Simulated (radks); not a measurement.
# Valence configurations of Ho³⁺

An exercise on one series of results from a longer session: the logs are not shown, and one member is left open.

The numbers are computed with radks (a radial shooting solver on a logarithmic mesh, Libxc functionals) version 1 (scalar-relativistic Kohn-Sham, SCAN, spin-unpolarised, spherical densities, finite nucleus), except any that are marked as measured or tabulated.

## Starting point

| Item | Value |
| --- | --- |
| element | holmium (Z = 67) |
| charge | +3 |
| electrons | 64 |
| configuration | [Xe] 4f10 |
| nuclear rms radius | 5.2022 fm |
| others tried | 4f9 5d1; 4f8 5d1 6s1; 4f9 6p1; 4f8 6s2; 4f8 6s1 6p1; 4f7 6s1 6p2; 4f8 6p2; 4f7 5d3; 4f7 5d1 6s1 6p1 |

Outer shells as boxes (Hund's rule):

Ho³⁺
```
[Xe] core
4f [↑↓][↑↓][↑↓][↑ ][↑ ][↑ ][↑ ]
```

Set-up of the first run:

The run's settings:

```text
Z 67
configuration [Xe] 4f10
relativity scalar-relativistic
functional scan,scan
spin unpolarised
nucleus finite rms 5.2022 fm
c 137.035999084
```

Steps of the session up to this table: [Xe] 4f10.

One of the session's tables, all rows but one given; the rest of the session is left out.

It belongs to the step «[Xe] 4f10». Sizes of the orbitals, from the radial functions (bohr):

| level | <r> | outermost maximum (interpolated) | 90 % within | nodes |
| --- | --- | --- | --- | --- |
| 3p | 0.2287 | 0.207 | 0.342 | 1 |
| 3d | 0.2080 | 0.170 | 0.323 | 0 |
| 4s | 0.5183 | 0.484 | 0.743 | 3 |
| 4p | ? | ? | ? | ? |
| 4d | 0.5949 | 0.523 | 0.894 | 1 |
| 5s | 1.252 | 1.12 | 1.80 | 4 |
| 5p | 1.451 | 1.28 | 2.12 | 3 |
| 4f | 0.7843 | 0.520 | 1.34 | 0 |

Q: Estimate the row for 4p from the others.

As computed: <r>: 0.5491; outermost maximum (interpolated): 0.505; 90 % within: 0.798; nodes: 2. In the column «<r>» it lies between 4s (0.5183) and 4d (0.5949).
